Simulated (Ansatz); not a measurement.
# C2H5AlS2: up Jacob's ladder to CCSD(T)

The task here is to estimate one member of a computed series from the others.

Method: functionals in def2-TZVPP, the program's frozen cores in correlated methods; program: Ansatz 0.2.0, Gaussian basis.

Levels to be run: LDA (SPW92), PBE-D4, revPBE-D4, BLYP-D4, r2SCAN-D4, B97M-V, PBE0-D4, B3LYP-D4, r2SCANh-D4, r2SCAN0-D4, HSE06-D4, BHLYP-D4, CAM-B3LYP-D4, LC-ωPBE, ωB97X-V, ωB97M-V, B2PLYP, PBE-QIDH; CCSD(T)/def2-SVP; CCSD(T)/def2-TZVPP; MP2/def2-QZVPP; extrapolation to the limit; RPA on PBE.

## The relaxed structure

The geometry comes from an earlier relaxation with PBE0-D4 in a triple-zeta def2 set; it is a stationary point, not always the lowest conformer.

SMILES `[CH3][Al]1[CH2]S[S]1`, 10 atoms, charge 0, spin multiplicity 1.

Atoms are counted from 1 here; the program's logs count them from 0.

Bond lengths: C1–Al2 1.938 Å, C1–H6 1.094 Å, C1–H7 1.094 Å, C1–H8 1.093 Å, Al2–C3 1.959 Å, Al2–S5 2.176 Å, C3–S4 1.816 Å, C3–H9 1.092 Å, C3–H10 1.092 Å, S4–S5 2.121 Å. Angles: Al2–C1–H6 111.1°, Al2–C1–H7 111.1°, Al2–C1–H8 111.5°, H6–C1–H7 107.1°, H6–C1–H8 108.0°, H7–C1–H8 108.0°, C1–Al2–C3 137.1°, C1–Al2–S5 131.8°, C3–Al2–S5 91.1°, Al2–C3–S4 92.8°, Al2–C3–H9 116.4°, Al2–C3–H10 116.4°, S4–C3–H9 110.4°, S4–C3–H10 110.4°, H9–C3–H10 109.2°, C3–S4–S5 97.0°, Al2–S5–S4 79.1°.

Set-up of the first run:

in.yaml reads:

```yaml
crystal:
  periodic: [false, false, false]
  atoms:
    - {symbol: C, position_ang: [-1.808903, -0.697481, -0.052993]}
    - {symbol: Al, position_ang: [-0.114972, 0.219377, -0.270858]}
    - {symbol: C, position_ang: [1.672037, 0.141473, 0.528517]}
    - {symbol: S, position_ang: [2.300602, 1.476009, -0.529913]}
    - {symbol: S, position_ang: [0.503749, 1.825833, -1.601107]}
    - {symbol: H, position_ang: [-1.701445, -1.771043, -0.235796]}
    - {symbol: H, position_ang: [-2.191058, -0.580746, 0.965765]}
    - {symbol: H, position_ang: [-2.563903, -0.311815, -0.742583]}
    - {symbol: H, position_ang: [1.746802, 0.423699, 1.581062]}
    - {symbol: H, position_ang: [2.240091, -0.776306, 0.360908]}
basis:
  gaussian: {orbitals: def2-TZVPP}
hamiltonian: {xc: lda}
output: {orbitals: {seedname: orbitals}}
```

Steps of the session up to this table: LDA; PBE-D4 (GGA); revPBE-D4 (GGA); BLYP-D4 (GGA); r2SCAN-D4 (meta-GGA); B97M-V (meta-GGA); PBE0-D4 (hybrid); B3LYP-D4 (hybrid); r2SCANh-D4 (hybrid); r2SCAN0-D4 (hybrid); HSE06-D4 (hybrid); BHLYP-D4 (hybrid); CAM-B3LYP-D4 (range-separated); LC-ωPBE (range-separated); ωB97X-V (range-separated); ωB97M-V (range-separated); B2PLYP (double hybrid); PBE-QIDH (double hybrid).

One table of the session follows, with a row left open; its other results are not shown here.

It belongs to the step «Orbital energies across the functionals». 

```
  functional  HOMO (eV)  gap (eV)
 LDA (SPW92)      -4.85      2.64
      PBE-D4      -4.73      2.74
   revPBE-D4      -4.68      2.78
     BLYP-D4      -4.56      2.73
   r2SCAN-D4      -4.93      3.13
      B97M-V      -4.99      3.31
     PBE0-D4      -5.85      4.83
    B3LYP-D4      -5.62      4.39
  r2SCANh-D4      -5.35      3.90
  r2SCAN0-D4      -5.98      5.06
    HSE06-D4      -5.46      4.06
    BHLYP-D4      -6.84      6.84
CAM-B3LYP-D4      -7.12      7.23
     LC-ωPBE      -8.47      9.69
     ωB97X-V          ?         ?
     ωB97M-V      -7.97      8.80
```

Q: Estimate the row for ωB97X-V from the others.

**Answer.** HOMO (eV): -8.13; gap (eV): 9.22. In the column «HOMO (eV)» it lies between LC-ωPBE (-8.47) and ωB97M-V (-7.97).
